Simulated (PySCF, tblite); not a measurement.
**C6H12ClFO: geometry, infrared bands and NMR shifts**

Aim: predict the infrared bands and NMR shifts of C6H12ClFO (`CC[C@@H](COC)[C@@H](F)Cl`).

Computed with tblite 0.8.0 and PySCF 2.14.0, with density-fitted response routines of our own, on a single molecule in the gas phase. Atoms are numbered from 0 throughout.

### Step 1. Starting geometry

21 atoms, charge 0, multiplicity 1; geometry from: force field or distance geometry start.

Bonds of the start (Å): C0–C1 1.53, C1–C2 1.56, C2–C3 1.53, C3–O4 1.44, O4–C5 1.42, C2–C6 1.54, C6–F7 1.36, C6–Cl8 1.78, C0–H9 1.08, C0–H10 1.11, C0–H11 1.10, C1–H12 1.08, C1–H13 1.09, C2–H14 1.09, C3–H15 1.07, C3–H16 1.10, C5–H17 1.10, C5–H18 1.09, C5–H19 1.11, C6–H20 1.09.

### Step 2. Geometry optimisation with GFN2-xTB

The job: settings as JSON, then the geometry in Å.

```
{"job": {"kind": "relax", "xc": "GFN2-xTB", "basis": "xTB"}, "charge": 0, "multiplicity": 1}
C     -2.382200    -0.960200    -0.317500
C     -1.756800     0.428000    -0.403700
C     -0.359200     0.503800     0.289600
C      0.652200    -0.389600    -0.426100
O      1.887300    -0.348600     0.306400
C      2.880300    -1.155900    -0.318300
C      0.177500     1.947000     0.295300
F      0.226500     2.421700    -0.973500
Cl    -0.822400     3.043600     1.277100
H     -1.852500    -1.690200    -0.917200
H     -3.419600    -0.917700    -0.699200
H     -2.432000    -1.319400     0.718300
H     -1.677500     0.722900    -1.436400
H     -2.440100     1.127500     0.076700
H     -0.461800     0.182000     1.330800
H      0.810400    -0.068400    -1.439600
H      0.309600    -1.432800    -0.424400
H      2.568600    -2.208300    -0.335800
H      3.090300    -0.799500    -1.325000
H      3.807700    -1.075700     0.280200
H      1.184900     2.006600     0.714700
```

Launch:

```sh
OMP_NUM_THREADS=1 python probes_run.py task.json out
```

This one command runs all jobs of the session in turn.

**Question.** This job is followed by: GFN2-xTB harmonic vibrations, gas phase; GIAO PBE0/pcSseg-1 NMR shielding, non-relativistic, gas phase. Predict these results of the whole session: strongest single infrared mode (GFN2-xTB); zero-point energy (GFN2-xTB); ¹³C shifts against TMS (PBE0/pcSseg-1); ¹H shifts against TMS (PBE0/pcSseg-1, means over atoms taken as alike); ¹⁷O shifts against H2O (PBE0/pcSseg-1); ¹⁹F shifts against CFCl3 (PBE0/pcSseg-1); ³⁵Cl shifts against HCl (PBE0/pcSseg-1).

The runs gave:

| quantity | value |
| --- | --- |
| strongest single infrared mode (GFN2-xTB) | 1117 cm⁻¹, 88 km/mol |
| zero-point energy (GFN2-xTB) | 108.1 kcal/mol |
| ¹³C shifts against TMS (PBE0/pcSseg-1) | 112.1, 75.1, 61.5, 54.8, 19.6, 14.3 ppm |
| ¹H shifts against TMS (PBE0/pcSseg-1, means over atoms taken as alike) | 6.75, 3.56, 3.54, 3.23, 2.21, 1.65, 1.18, 1.01 ppm |
| ¹⁷O shifts against H2O (PBE0/pcSseg-1) | 20.5 ppm |
| ¹⁹F shifts against CFCl3 (PBE0/pcSseg-1) | -176.1 ppm |
| ³⁵Cl shifts against HCl (PBE0/pcSseg-1) | 213 ppm |

Relaxing lowered the energy by 0.086 eV in 83 steps; the close pair that moved most is C1–C2, from 1.562 to 1.532 Å. No mode is imaginary among the 57: a minimum at this level. The strongest single mode, at 1117 cm⁻¹, is carried by O4, C5, C3. GFN2-xTB is a fitted tight-binding method: band positions and strengths are rough. Its intensities can rank the bands wrongly. H20 (hydrogen on an sp3 CH bonded to Cl and F) lies farthest downfield among hydrogen, at 6.75 ppm; its carbon carries Cl and F, an electronegative neighbour. At PBE0/pcSseg-1: Shielding is most anisotropic at Cl8 (span 625 ppm, paramagnetic term -410 ppm).
